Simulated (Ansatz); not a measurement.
# CHFOSSi: small, medium and large basis sets

One table from this session's results is given with a row withheld; the runs are named, their logs left out.

Computed with Ansatz 0.2.0, Gaussian basis. Level: one geometry, several basis sets.

The runs, in order: PBE0-D4/def2-SVP; ωB97M-V/def2-SVP; PBE0-D4/def2-QZVPP; ωB97M-V/def2-QZVPP; the functionals' def2-TZVPP values are taken from earlier runs.

## The geometry

All runs share one geometry, relaxed beforehand with PBE0-D4 in a triple-zeta def2 set.

6 atoms, charge 0, spin multiplicity 1.

Atoms are counted from 1 here; the program's logs count them from 0.

Bond lengths: O1–C2 1.124 Å, C2–Si4 1.999 Å, S3–Si4 1.962 Å, Si4–F5 1.591 Å, Si4–H6 1.476 Å. Angles: O1–C2–Si4 165.2°, C2–Si4–S3 91.1°, C2–Si4–F5 99.4°, C2–Si4–H6 102.1°, S3–Si4–F5 123.9°, S3–Si4–H6 126.6°, F5–Si4–H6 104.8°.

Set-up of the first run:

in.yaml reads:

```yaml
crystal:
  periodic: [false, false, false]
  atoms:
    - {symbol: O, position_ang: [0.456753, -2.303189, 0.241717]}
    - {symbol: C, position_ang: [0.416952, -1.181156, 0.191220]}
    - {symbol: S, position_ang: [-1.930671, 0.172123, -0.621595]}
    - {symbol: Si, position_ang: [-0.135782, 0.724602, -0.052094]}
    - {symbol: F, position_ang: [1.005415, 1.201625, -1.053087]}
    - {symbol: H, position_ang: [0.229332, 1.321995, 1.247637]}
basis:
  gaussian: {orbitals: def2-SVP}
hamiltonian: {xc: pbe0, dispersion: d4}
output: {orbitals: {seedname: orbitals}}
```

On the command line:

```console
$ ansatz run in.yaml --threads 2 --pin off --events-out ev --progress --plain --max-ram 4352MiB
```

Steps of the session up to this table: PBE0-D4 in def2-SVP; ωB97M-V in def2-SVP; PBE0-D4 in def2-QZVPP; ωB97M-V in def2-QZVPP.

One of the session's tables, all rows but one given; the rest of the session is left out.

It belongs to the step «Functionals by basis». 

```
functional       basis  HOMO (eV)  LUMO (eV)
   PBE0-D4    def2-SVP      -7.16      -2.72
   PBE0-D4  def2-TZVPP      -7.29      -2.83
   PBE0-D4  def2-QZVPP      -7.32      -2.87
   ωB97M-V    def2-SVP      -9.07      -0.46
   ωB97M-V  def2-TZVPP          ?          ?
   ωB97M-V  def2-QZVPP      -9.31      -0.70
```

Q: Estimate the row for ωB97M-V, def2-TZVPP from the others.

**Answer.** HOMO (eV): -9.27; LUMO (eV): -0.64. In the column «HOMO (eV)» it lies between ωB97M-V, def2-QZVPP (-9.31) and ωB97M-V, def2-SVP (-9.07).
